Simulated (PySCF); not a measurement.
# C5H7NO: excited-state relaxation

Programs: PySCF 2.14.0, with routines of our own; each step states its level. All values are computed. Atoms count from 0.

## 1. The starting structure

14 atoms, charge 0, multiplicity 1; geometry from: GFN2-xTB.

## 2. Geometry optimisation at B3LYP/def2-SVP

What the job is given:

```
{"job": {"xc": "B3LYP", "basis": "def2-SVP", "grid": 1, "kind": "geom"}, "charge": 0, "multiplicity": 1}
C      3.251942    -0.169896     1.038596
C      1.903981     0.077225     0.587524
C      0.768407     0.252280     0.232408
C     -0.547514     0.571204    -0.271198
O     -0.759588     1.471657    -1.056384
N     -1.512078    -0.242577     0.229944
C     -2.899062    -0.106337    -0.133409
H      3.700395    -0.962104     0.439592
H      3.848201     0.735429     0.931328
H      3.249076    -0.474947     2.084796
H     -1.254693    -0.970279     0.877355
H     -2.969637     0.726935    -0.831444
H     -3.267199    -1.014426    -0.616169
H     -3.512908     0.105364     0.744921
```

On the command line:

```sh
> OMP_NUM_THREADS=1 python excited_run.py task.json out
```

This one command runs all jobs of the session in turn.

**Question.** How long does this first job take on 1 thread of Arm Neoverse N1, shared host, and how much memory does it need?

About 60 s, with a peak of 0.53 GiB.
